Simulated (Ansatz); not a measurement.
# BGeH5O (SMILES O[BH][GeH3]): functionals against CCSD(T) at one geometry

How do the functionals fare away from a minimum? The structure is a structure displaced at random from a GFN2-xTB minimum.

Computed with Ansatz 0.2.0, Gaussian basis. Level: single points in def2-TZVPP.

Correlated methods freeze the cores. Filled d shells of the heavier atoms are correlated.

### Step 1. The system as given

SMILES `O[BH][GeH3]`, 8 atoms, charge 0, spin multiplicity 1.

Atoms are counted from 1 here; the program's logs count them from 0.

Bond lengths: O1–B2 1.345 Å, O1–H4 0.977 Å, B2–Ge3 2.009 Å, B2–H5 1.210 Å, Ge3–H6 1.506 Å, Ge3–H7 1.478 Å, Ge3–H8 1.519 Å. Angles: B2–O1–H4 121.8°, O1–B2–Ge3 120.0°, O1–B2–H5 116.8°, Ge3–B2–H5 122.9°, B2–Ge3–H6 115.2°, B2–Ge3–H7 116.8°, B2–Ge3–H8 118.7°, H6–Ge3–H7 101.0°, H6–Ge3–H8 98.8°, H7–Ge3–H8 103.5°.

Geometry (Å):

```
O    -1.47150    0.37050   -1.23170
B    -0.17230    0.55510   -0.93700
Ge    0.61290   -0.28870    0.70880
H    -2.08010   -0.08250   -0.61630
H     0.49650    1.13700   -1.76050
H    -0.28370   -0.29220    1.91860
H     0.96730   -1.72020    0.61770
H     1.84510    0.34220    1.33360
```

### Step 2. CCSD(T)/def2-TZVPP

run/in.yaml reads:

```yaml
crystal:
  periodic: [false, false, false]
  atoms:
    - {symbol: O, position_ang: [-1.471500, 0.370500, -1.231700]}
    - {symbol: B, position_ang: [-0.172300, 0.555100, -0.937000]}
    - {symbol: Ge, position_ang: [0.612900, -0.288700, 0.708800]}
    - {symbol: H, position_ang: [-2.080100, -0.082500, -0.616300]}
    - {symbol: H, position_ang: [0.496500, 1.137000, -1.760500]}
    - {symbol: H, position_ang: [-0.283700, -0.292200, 1.918600]}
    - {symbol: H, position_ang: [0.967300, -1.720200, 0.617700]}
    - {symbol: H, position_ang: [1.845100, 0.342200, 1.333600]}
basis:
  gaussian: {orbitals: def2-TZVPP}
correlation: {method: ccsd_t}
output: {forces: true}
```

No record of the launch command was kept for these runs.

### Step 3. PBE0-D4/def2-TZVPP

run/in.yaml, as its differences from that of step 2:

```diff
@@ -13,3 +13,3 @@
   gaussian: {orbitals: def2-TZVPP}
-correlation: {method: ccsd_t}
-output: {forces: true}
+hamiltonian: {xc: pbe0, dispersion: d4}
+output: {forces: true, orbitals: {seedname: orbitals}}
```

### Step 4. wB97M-V/def2-TZVPP

run/in.yaml, as its differences from that of step 3:

```diff
@@ -13,3 +13,3 @@
   gaussian: {orbitals: def2-TZVPP}
-hamiltonian: {xc: pbe0, dispersion: d4}
-output: {forces: true, orbitals: {seedname: orbitals}}
+hamiltonian: {xc: {name: wB97M-V}}
+output: {forces: true}
```

### Step 5. r2SCAN-D4/def2-TZVPP

run/in.yaml, as its differences from that of step 4:

```diff
@@ -13,3 +13,3 @@
   gaussian: {orbitals: def2-TZVPP}
-hamiltonian: {xc: {name: wB97M-V}}
+hamiltonian: {xc: r2scan, dispersion: d4}
 output: {forces: true}
```

### Step 6. PBE-D4/def2-TZVPP

run/in.yaml, as its differences from that of step 5:

```diff
@@ -13,3 +13,3 @@
   gaussian: {orbitals: def2-TZVPP}
-hamiltonian: {xc: r2scan, dispersion: d4}
+hamiltonian: {xc: pbe, dispersion: d4}
 output: {forces: true}
```

### Step 7. r2SCAN0-D4/def2-TZVPP

run/in.yaml, as its differences from that of step 6:

```diff
@@ -13,3 +13,3 @@
   gaussian: {orbitals: def2-TZVPP}
-hamiltonian: {xc: pbe, dispersion: d4}
+hamiltonian: {xc: {name: r2SCAN0}, dispersion: d4}
 output: {forces: true}
```

### Step 8. HSE06-D4/def2-TZVPP

run/in.yaml, as its differences from that of step 7:

```diff
@@ -13,3 +13,3 @@
   gaussian: {orbitals: def2-TZVPP}
-hamiltonian: {xc: {name: r2SCAN0}, dispersion: d4}
+hamiltonian: {xc: hse06, dispersion: d4}
 output: {forces: true}
```

(Steps that only read results are left out.)

Q: Predict the outcome of this session. Wanted: energy less free atoms, CCSD(T)/def2-TZVPP; RMS force component; RMS force error; HOMO and LUMO, PBE0-D4; T1 diagnostic.

The runs gave:

```
                                  quantity                                                                                               value
energy less free atoms, CCSD(T)/def2-TZVPP                                                                                      -2506.8 kJ/mol
                       RMS force component                                                                0.506 to 0.565 eV/Å over the methods
                           RMS force error  PBE0-D4 0.151, wB97M-V 0.096, r2SCAN-D4 0.106, PBE-D4 0.207, r2SCAN0-D4 0.183, HSE06-D4 0.152 eV/Å
                    HOMO and LUMO, PBE0-D4                                                                                  -8.03 and -1.23 eV
                             T1 diagnostic                                                                                               0.014
```

What this shows: Against CCSD(T) the functionals' energies less atoms differ by -61.6 to -23.4 kJ/mol, PBE-D4 by -59.9 kJ/mol. The reference is not at the basis limit: in triple zeta CCSD(T) underbinds, which counts against methods that bind more; the gaps are no ranking. On forces the order runs from wB97M-V to PBE-D4. Frozen-core CCSD(T) forces in triple zeta carry basis errors of their own, and this is one geometry, so small gaps rank nothing.
